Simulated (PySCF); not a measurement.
# The bond of SeH, level by level

One job finds the state of SeH, follows it along the bond with each method and fits the curves.

The runs use PySCF 2.14.0; H def2-TZVP, Se def2-TZVP, no relativity.

## 1. The job

Settings of the job:

```yaml
atoms: H, Se
charge: 0
basis: H def2-TZVP, Se def2-TZVP
Hamiltonian: no relativity
basis_functions: 54
electrons_treated: 35
masses_in_u: 1.0078, 79.9165
levels: PBE0, PBE, r²SCAN, B97-3, PBEsol, M06, HF, MP2, SCS-MP2, CCSD, CCSD(T)
grid: 80 radial by 434 angular points
occupations: held fixed by the projection of orbital angular momentum
dissociation_limit: H + Se, each in its ground configuration
starting_distance_in_angstrom: 1.435
values_of_2S_to_try: 1, 3
```

Further steps of the session: First curve: PBE0; Excited determinants; PBE (GGA); r²SCAN; B97-3; PBEsol; M06 (hybrid meta-GGA); UHF (mean field); Correlated methods on the Hartree–Fock reference.

Before running it: what results should come out? Wanted: for each run, Re; ωe; De; μ.

**Answer**, as computed:

Lowest PBE0 solution found, without spin–orbit coupling: ²Π (doublet), unpaired electrons π ↑. The other levels ran on it alone.

```csv
level,Re (Å),ωe (cm⁻¹),De (eV),μ (D)
UHF,1.458,2557,2.25,-0.66
UHF-MP2,1.462,2511,3.10,n/a
UHF-SCS-MP2,1.465,2490,3.16,n/a
UHF-CCSD,1.469,2450,3.18,n/a
UHF-CCSD(T),1.471,2431,3.21,n/a
PBE,1.484,2348,3.41,-0.55
PBEsol,1.483,2357,3.59,-0.59
r²SCAN,1.470,2427,3.41,-0.61
PBE0,1.471,2440,3.34,-0.60
B97-3,1.472,2433,3.35,-0.58
M06,1.474,2423,3.39,-0.52
```

De is counted to H + Se in their ground configurations. A positive dipole means H(−)Se(+).

Differences from CCSD(T) in the same basis:

```csv
level,Re (mÅ),ωe (%)
UHF,-14,+5.2
UHF-MP2,-10,+3.3
UHF-SCS-MP2,-6,+2.5
UHF-CCSD,-2,+0.8
PBE,+13,-3.4
PBEsol,+12,-3.0
r²SCAN,-1,-0.1
PBE0,0,+0.4
B97-3,+1,+0.1
M06,+3,-0.3
```

**Reading.** Judged by CCSD(T) in the same basis: best bond length PBE0 (0 mÅ), worst UHF (-14 mÅ); best wavenumber r²SCAN and B97-3 (0.1 % off), worst UHF (+5.2 %). Hartree–Fock falls on the short and stiff side, its usual fault. PBE gives a bond that is too long and too soft, as GGAs tend to. Among the levels with a De in the table, it runs from 2.25 eV (UHF) to 3.59 eV (PBEsol).

Correlated steps freeze 9 core orbitals.
